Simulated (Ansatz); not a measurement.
# ZrCl+ (septet): wave-function methods side by side, def2-QZVPP

One table from this session's results is given with a row withheld; the runs are named, their logs left out.

Program: Ansatz 0.2.0, Gaussian basis. Level of theory: def2-QZVPP, core rule «outside noble gas», up to 9 orbitals frozen. These are calculated values, not measurements.

The runs, in order: UHF; ROHF; CCSD(T) on UHF.

## What is computed

The geometry is a PBE0/def2-TZVP stationary point (not a proven minimum) of the parent state, kept for this charge and spin. No spin-orbit coupling is included. Elements past krypton take def2 core potentials.

2 atoms, charge 1, spin multiplicity 7.

Atoms are counted from 1 here; the program's logs count them from 0.

Bond lengths: Zr1–Cl2 3.133 Å.

Set-up of the first run:

in.yaml

```yaml
crystal:
  periodic: [false, false, false]
  atoms:
    - {symbol: Zr, position_ang: [0.000000, 0.000000, 0.000000]}
    - {symbol: Cl, position_ang: [0.000000, 0.000000, 3.133000]}
basis:
  gaussian: {orbitals: "def2-QZVPP.json"}
total_charge: 1
magnetization: {spin_polarized: true, initial_magnetization: 6}
hamiltonian: {xc: hf}
output: {orbitals: {seedname: orbitals}}
```

Command:

```console
> ansatz run in.yaml --threads 1 --pin off --events-out ev --progress --plain --max-ram 4096MiB --backend cpu
```

Among the steps run: UHF; ROHF; CCSD(T) on UHF.

One of the session's tables, all rows but one given; the rest of the session is left out.

```
  method  from UCCSD(T) (meV)
    ROHF                    ?
     UHF              +5746.1
    UMP2              +1049.8
   UCCSD               +197.9
UCCSD(T)                    0
```

**Question.** Estimate the row for ROHF.

**Answer.** from UCCSD(T) (meV): +6069.1. In the column «from UCCSD(T) (meV)» it is the highest.
